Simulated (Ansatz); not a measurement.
# C3H6F2, SMILES CC(F)CF: energies of removing a hydrogen

Computed with Ansatz's Python interface.

At the Python prompt:
```pycon
>>> import ansatz
>>> def energy_of(molecule, charge=0, unpaired=0):
...     calc = (
...         molecule.calculation()
...         .basis(gaussian="def2-TZVP")  # the orbital basis, by name
...         .functional("PBE0")
...     )
...     if charge:
...         calc = calc.charge(charge)
...     if unpaired:
...         calc = calc.spin("collinear", total=unpaired)
...     return calc.run(threads=1, pin="off").report["free_energy_ev"]
...
>>> def without(molecule, index):
...     rest = ansatz.Crystal.molecule()
...     for i, site in enumerate(molecule.cartesian_sites):
...         if i != index:
...             rest = rest.atom(site.symbol, site.position_ang)
...     return rest
...
>>> molecule = (
...     ansatz.Crystal.molecule()
...     .atom("C", [-0.8551, 0.0669, 0.9502])
...     .atom("C", [0.1179, 0.5544, -0.0874])
...     .atom("F", [1.1092, 1.1665, 0.5721])
...     .atom("C", [0.7578, -0.6025, -0.8782])
...     .atom("F", [1.4424, -0.1469, -1.9213])
...     .atom("H", [-1.2589, 0.9883, 1.5129])
...     .atom("H", [-0.4331, -0.5879, 1.6562])
...     .atom("H", [-1.7245, -0.3508, 0.4542])
...     .atom("H", [-0.3025, 1.3189, -0.7223])
...     .atom("H", [-0.1082, -1.2262, -1.2846])
...     .atom("H", [1.3204, -1.2378, -0.2313])
... )
>>> whole = energy_of(molecule, 0)
>>> hydrogen = energy_of(ansatz.Crystal.molecule().atom("H", (0, 0, 0)), 0, 1)
>>> print(f"E(molecule) = {whole:.5f} eV, E(H) = {hydrogen:.5f} eV")
E(molecule) = -8636.78922 eV, E(H) = -13.63389 eV
>>> for index in [7, 8, 10]:
...     radical = energy_of(without(molecule, index), 0, 1)
...     print(f"H{index}: homolysis {96.485332 * (radical + hydrogen - whole):.1f} kJ/mol")
...
H7: homolysis 473.0 kJ/mol
H8: homolysis 442.5 kJ/mol
H10: homolysis 453.9 kJ/mol
```

Notes:
- Total energies depend on the basis set; only differences at equal settings carry meaning.
- The geometry is a force-field or estimated start, not a minimum of this method, and the basis set is short of its limit. All parts are taken at fixed geometry, without zero-point energy.
- Timing: 36 s on 1 thread of Arm Neoverse V1, on a shared host, peak memory 0.49 GiB.
